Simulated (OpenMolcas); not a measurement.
**Fe³⁺ among point charges: CASSCF and CASPT2 levels and susceptibility**

Aim: the splitting of the states of Fe³⁺ in the field of 6 point charges, its lowest levels with spin-orbit coupling and its magnetic susceptibility.

Program: OpenMolcas 26.06. Level of theory: state-averaged CASSCF and CASPT2, spin-orbit coupling by RASSI with atomic mean-field integrals. These are calculated values, not measurements, unless marked.

## (1) The system

```
Species                           : Fe³⁺ (iron, Z = 26, 23 electrons)
Basis                             : ANO-RCC-VDZP [5s4p2d1f], 34 functions
Scalar Hamiltonian                : DKH2, point nucleus
Inactive shells                   : 1s 2s 2p 3s 3p
Active space                      : 5 electrons in 5 orbitals (3d)
Some configurations of this space : 3d⁵
Orbitals                          : optimised for each spin and parity, averaged over all roots
```

The outer shells:

3d5
```
3d [↑ ][↑ ][↑ ][↑ ][↑ ]
```

The ion sits among 6 point charges of -1 e arranged as an octahedron (Oh), 2.12 Å from the ion.

The work runs as a chain of OpenMolcas steps in one folder; each step below is one input file. Labels, J, g values, rates, χT and fits are worked out afterwards by a script from the matrices that RASSI stores. The input lists half of the charges; inversion (Group=XYZ) makes the rest.

## (2) Basis and integrals

File a.inp:

```
&GATEWAY
Coord
1

Fe 0.0 0.0 0.0
Basis=ANO-RCC-VDZP
Group=XYZ
NoMove
AngMom=0.0 0.0 0.0
AMFI
XField
3 Angstrom 0
2.120000 0.000000 0.000000 -1.000000
0.000000 2.120000 0.000000 -1.000000
0.000000 0.000000 2.120000 -1.000000
&SEWARD
```

Run with:

```sh
OMP_NUM_THREADS=1 MOLCAS_MEM=1689 MOLCAS_PROJECT=a pymolcas a.inp > a.log
```

## (3) Reference wave functions, sextets of even parity, 1 root

File a.inp:

```
&RASSCF
FileOrb=start.orb
Symmetry=1
Spin=6
nActEl=5 0 0
Inactive=3 6
Ras2=5 0
CIRoot=1 1 1
SDav=1
CIMx=300
Iter=120 100
PrWF=0.3
OrbListing=Nothing
MaxOrb=0
>>> COPY $Project.JobIph JOB001
```

start.orb holds the contracted functions of the basis, ordered by shell, or the orbitals of the step before.

## (4) CASSCF: quartets of even parity, 24 roots

File a.inp:

```
&RASSCF
FileOrb=start.orb
Symmetry=1
Spin=4
nActEl=5 0 0
Inactive=3 6
Ras2=5 0
CIRoot=24 24 1
SDav=24
CIMx=300
Iter=120 100
PrWF=0.3
OrbListing=Nothing
MaxOrb=0
>>> COPY $Project.JobIph JOB002
```

## (5) Reference wave functions, doublets of even parity, 75 roots

File a.inp:

```
&RASSCF
FileOrb=start.orb
Symmetry=1
Spin=2
nActEl=5 0 0
Inactive=3 6
Ras2=5 0
CIRoot=75 75 1
SDav=75
CIMx=300
Iter=120 100
PrWF=0.3
OrbListing=Nothing
MaxOrb=0
>>> COPY $Project.JobIph JOB003
```

## (6) RASSI: spin-orbit coupling between the states

File a.inp:

```
&RASSI
NrOfJobIphs=3 1 24 75
1
1 2 3 4 5 6 7 8 9 10 11 12 13 14 15 16 17 18 19 20 21 22 23 24
1 2 3 4 5 6 7 8 9 10 11 12 13 14 15 16 17 18 19 20 21 22 23 24 25 26 27
28 29 30 31 32 33 34 35 36 37 38 39 40 41 42 43 44 45 46 47 48 49 50 51
52 53 54 55 56 57 58 59 60 61 62 63 64 65 66 67 68 69 70 71 72 73 74 75
IphNames
JOB001
JOB002
JOB003
EJob
SpinOrbit
DIPRint=1.0
SOCoupling=1000.0
Subsets=2
Property=9
'ANGMOM' 1 'ANGMOM' 2 'ANGMOM' 3 'MLTPL  1' 1 'MLTPL  1' 2 'MLTPL  1' 3
'AMFI' 1 'AMFI' 2 'AMFI' 3
SOProperty=3
'ANGMOM' 1 'ANGMOM' 2 'ANGMOM' 3
```

## (7) CASPT2: IPEA 0.25, imaginary shift 0.1 (closed shells correlated: 3s 3p)

File a.inp:

```
>>> COPY JOB001 $Project.JobIph
&CASPT2
Multistate=1 1
Frozen=2 3
IPEA=0.25
Imaginary=0.1
MaxIter=60
WThr=0.0 0.3 0.05
PrWF=0.5
NoMix
>>> COPY JOB002 $Project.JobIph
&CASPT2
Multistate=24 1 2 3 4 5 6 7 8 9 10 11 12 13 14 15 16 17 18 19 20 21 22
23 24
NoMult
Frozen=2 3
IPEA=0.25
Imaginary=0.1
MaxIter=60
WThr=0.0 0.3 0.05
PrWF=0.5
NoMix
>>> COPY JOB003 $Project.JobIph
&CASPT2
Multistate=75 1 2 3 4 5 6 7 8 9 10 11 12 13 14 15 16 17 18 19 20 21 22
23 24 25 26 27 28 29 30 31 32 33 34 35 36 37 38 39 40 41 42 43 44 45 46
47 48 49 50 51 52 53 54 55 56 57 58 59 60 61 62 63 64 65 66 67 68 69 70
71 72 73 74 75
NoMult
Frozen=2 3
IPEA=0.25
Imaginary=0.1
MaxIter=60
WThr=0.0 0.3 0.05
PrWF=0.5
NoMix
```

(Steps that only read results are left out.)

Before running it: what results should come out? Wanted: spin-free ground state; lowest level; next level.

As calculated:

| quantity | value |
| --- | --- |
| method | SS-CASPT2, IPEA 0.25, imaginary shift 0.1 (closed shells correlated: 3s 3p) |
| spin-free ground state | 6A1, 1-fold in its orbital part |
| lowest level | 6-fold |
| next level | 34528.4 cm⁻¹ |
| χT at 300 K | 4.39 cm³ K/mol |
| effective moment at 300 K | 5.92 μB |

Cost by method:

```
                                              method  time of its own steps  time with the reference
                                           A. CASSCF                   27 s                     27 s
B. SS-CASPT2, IPEA 0.25, imaginary shift 0.1, +3s 3p                  5.7 s                     32 s
```

Times are of one thread on a shared host.

In words: The spin-free ground state (6A1) comes to 100 % from free-ion S terms and keeps the highest spin of the shell. χT at 300 K is 4.39, against 4.39 cm³ K/mol for the spin alone, as a half-filled shell (L = 0) has no orbital moment. An active space of the d shell alone favours high spin; real ions in strong fields can be low spin. A ligand-field fit to the states below 45000 cm-1 gives 10Dq = 134 cm-1, B = 1098 cm-1 and C = 4509 cm-1 (C/B = 4.10), with a deviation of 513 cm-1. CASPT2 does not keep the components of a term degenerate, and the means are used. The field of point charges can differ much from that of real complexes. With metal d orbitals alone active, the gaps between spin states are rough; where two lie within a few thousand cm-1, their order is open. Point charges carry no covalency, so the field is a model and not that of real ligands.
